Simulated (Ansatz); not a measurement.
# MgO5: from a guess to a relaxed structure

Aim: relax a trial structure of MgO5 and see where it ends.

Method: DFT PBE, scalar-relativistic, plane waves, PAW, in Ansatz 0.2.0.

## 1. The starting structure

It takes space group R32 (No. 155, trigonal). The conventional cell has a = 4.589 Å, b = 4.589 Å, c = 13.668 Å, α = 90.00°, β = 90.00°, γ = 120.00°. Mg (site symmetry 32) is surrounded by 12 O at 2.65 to 2.75 Å. O (site symmetry 2) has 10 O at 2.61 to 2.76 Å and 2 Mg at 2.75 Å as nearest neighbours. O (site symmetry 3) is surrounded by 3 Mg at 2.65 Å and 6 O at 2.65 to 2.72 Å.

As a file:

```
Mg O
1.0
     2.29442    1.32469    4.55593
    -2.29442    1.32469    4.55593
     0.00000   -2.64937    4.55593
Mg O
1 5
Direct
  0.50000 0.50000 0.50000
  0.32882 0.00000 0.67118
  0.16588 0.16588 0.16588
  0.67118 0.32882 0.00000
  0.00000 0.67118 0.32882
  0.83412 0.83412 0.83412
```

The cell is invented: species swapped into a database cell of CaMg5 (R32, No. 155), with Mg on the Ca sites and O on the Mg sites. The dimensions are guesses.

## 2. The guess as it stands, on a coarse mesh

input.yaml

```yaml
crystal:
  lattice:
    - [2.2944235, 1.32468603, 4.55593472]
    - [-2.2944235, 1.32468603, 4.55593472]
    - [0.0, -2.64937205, 4.55593472]
  atoms:
    - { symbol: Mg, position: [0.5, 0.5, 0.5] }
    - { symbol: O, position: [0.328824, 0.0, 0.671176] }
    - { symbol: O, position: [0.165883, 0.165883, 0.165883] }
    - { symbol: O, position: [0.671176, 0.328824, 0.0] }
    - { symbol: O, position: [0.0, 0.671176, 0.328824] }
    - { symbol: O, position: [0.834117, 0.834117, 0.834117] }
basis:
  ecutwfc: 420
kpoints:
  mp_grid: { grid: [6, 6, 6] }
hamiltonian:
  xc: pbe
scf:
  occupations: { method: gaussian, width: 0.1 }
  lower_state_search: "off"
output:
  forces: true
  stress: true
  eigenvalues: true
```

Run with:

```console
> ansatz run input.yaml --threads 1 --pin off --max-ram 2560MiB --backend cpu --events-out ev --progress --plain --runs-dir out
```

The session goes on with these runs: spin check on a coarse mesh; a loose first relaxation; full relaxation.

Q: Predict the outcome of this session. Wanted: conventional cell; volume; energy over the elements; gap on the mesh; total moment.

The runs gave:

| quantity | value |
| --- | --- |
| symmetry at the end (tolerance 0.05 Å) | space group R32 (No. 155) |
| conventional cell | a = 4.992 Å, b = 4.992 Å, c = 9.215 Å, α = 90.00°, β = 90.00°, γ = 120.00° |
| volume | 11.05 Å³/atom |
| energy over the elements (uncorrected; H, N, O, F and Cl as molecules) | +0.68 eV/atom |
| gap on the mesh | none (metal) |
| total moment | 7.96 μB/cell |

What this shows: The space group R32 (No. 155) is kept, and the volume per atom shrinks by 20.2 % from the first guess. With a positive formation energy it can't be a ground state. No finished test with a distortion of lower symmetry is shown, so the end may be a saddle point. Other magnetic orders were not searched.
